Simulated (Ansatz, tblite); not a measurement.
**The cluster Hf2Se4: rung by rung**

One table from this session's results is given with a row withheld; the runs are named, their logs left out.

The runs use Ansatz 0.2.0, Gaussian basis; as each input shows.

Plan: GFN1-xTB, GFN2-xTB, PBE-D4/def2-TZVP, r2SCAN-D4/def2-TZVP, HSE06-D4/def2-TZVP, PBE-QIDH/def2-TZVP, PBE+10HF/def2-SVP, PBE+15HF/def2-SVP, PBE+40HF/def2-SVP, PBE-D4/def2-SVP, PBE0-D4/def2-SVP, PBE0-D4/def2-TZVPD, PBE-D4/def2-TZVPD, r2SCAN-D4/def2-TZVPD, MP2/def2-TZVP, RPA/def2-TZVP.

5 further runs of the same task are left out: 3 that didn't finish, 2 set aside as unsound or not needed. Runs told in other sessions of the task aren't counted.

## The structure

The singlet was relaxed beforehand with PBE-D4/def2-SVP. At that level it is the lowest of the isomers that a small search found.

6 atoms, charge 0, spin multiplicity 1.

Bond lengths: Hf1–Se4 2.556 Å, Hf1–Se5 2.556 Å, Hf1–Se6 2.362 Å, Hf2–Se3 2.362 Å, Hf2–Se4 2.556 Å, Hf2–Se5 2.556 Å. Angles: Se4–Hf1–Se5 95.5°, Se4–Hf1–Se6 109.9°, Se5–Hf1–Se6 110.0°, Se3–Hf2–Se4 110.1°, Se3–Hf2–Se5 110.0°, Se4–Hf2–Se5 95.5°, Hf1–Se4–Hf2 84.5°, Hf1–Se5–Hf2 84.5°.

As a file:

```xyz
6
Hf2Se4
Hf    1.6103   -0.6015   -0.0774
Hf   -1.6056    0.5998    0.0772
Se   -2.6713    0.9383    2.1577
Se    0.6667    1.7707    0.0552
Se   -0.6620   -1.7726   -0.0474
Se    2.6620   -0.9347   -2.1654
```

Hf takes a core potential in the def2 sets. No spin-orbit coupling is included.

PBE0-D4/def2-TZVP was run before; its log isn't repeated, and its numbers join the tables.

The first run:

Tight binding, by tblite at 300 K electronic temperature and without a spin-polarisation term:

```python
tblite.interface.Calculator('GFN1-xTB', numbers, positions, charge=0, uhf=0).singlepoint()
```

Tight binding, by tblite at 300 K electronic temperature and without a spin-polarisation term:

```python
tblite.interface.Calculator('GFN2-xTB', numbers, positions, charge=0, uhf=0).singlepoint()
```

start.molden holds the orbitals of an earlier run on this state, given as this run's starting guess.

Input file in.yaml:

```yaml
crystal:
  periodic: [false, false, false]
  atoms:
    - {symbol: Hf, position_ang: [1.610281, -0.601512, -0.077373]}
    - {symbol: Hf, position_ang: [-1.605597, 0.599807, 0.077241]}
    - {symbol: Se, position_ang: [-2.671292, 0.938284, 2.157699]}
    - {symbol: Se, position_ang: [0.666653, 1.770672, 0.055197]}
    - {symbol: Se, position_ang: [-0.661991, -1.772587, -0.047378]}
    - {symbol: Se, position_ang: [2.661955, -0.934664, -2.165376]}
basis:
  gaussian: {orbitals: def2-TZVP, initial_orbitals: start.molden}
hamiltonian: {xc: pbe, dispersion: d4}
scf: {omitted_lower_state_checks: [starts]}
output: {orbitals: {seedname: orbitals}}
```

Started as:

```console
> ansatz run in.yaml --threads 4 --pin off --events-out ev --progress --plain --max-ram 4787MiB
```

Steps of the session up to this table: PBE-D4/def2-TZVP; r2SCAN-D4/def2-TZVP; HSE06-D4/def2-TZVP; PBE-QIDH/def2-TZVP; PBE+10HF/def2-SVP; PBE+15HF/def2-SVP; PBE+40HF/def2-SVP; PBE-D4/def2-SVP; PBE0-D4/def2-SVP; PBE0-D4/def2-TZVPD; PBE-D4/def2-TZVPD; r2SCAN-D4/def2-TZVPD; MP2/def2-TZVP; RPA/def2-TZVP.

One table of the session follows, with a row left open; its other results are not shown here.

It belongs to the step «Binding energy». 

| level | binding an atom (eV) |
| --- | --- |
| HF/def2-TZVP | 2.524 |
| PBE-D4/def2-SVP | ? |
| PBE-D4/def2-TZVP | 4.150 |
| PBE-D4/def2-TZVPD | 4.149 |
| r2SCAN-D4/def2-TZVP | 4.099 |
| r2SCAN-D4/def2-TZVPD | 4.099 |
| PBE0-D4/def2-SVP | 3.937 |
| PBE0-D4/def2-TZVP | 3.991 |
| PBE0-D4/def2-TZVPD | 3.992 |
| HSE06-D4/def2-TZVP | 3.995 |
| PBE-QIDH/def2-TZVP | 4.041 |
| RPA/def2-TZVP | 3.625 |
| MP2/def2-TZVP | 4.201 |

Estimate the missing values for PBE-D4/def2-SVP.

As computed: binding an atom (eV): 4.126. In the column «binding an atom (eV)» it lies between r2SCAN-D4/def2-TZVPD (4.099) and PBE-D4/def2-TZVPD (4.149).

Caveats from the session: Free atoms were run apart at each level; binding is atoms less cluster, divided by the number of atoms, without zero-point or spin-orbit terms.
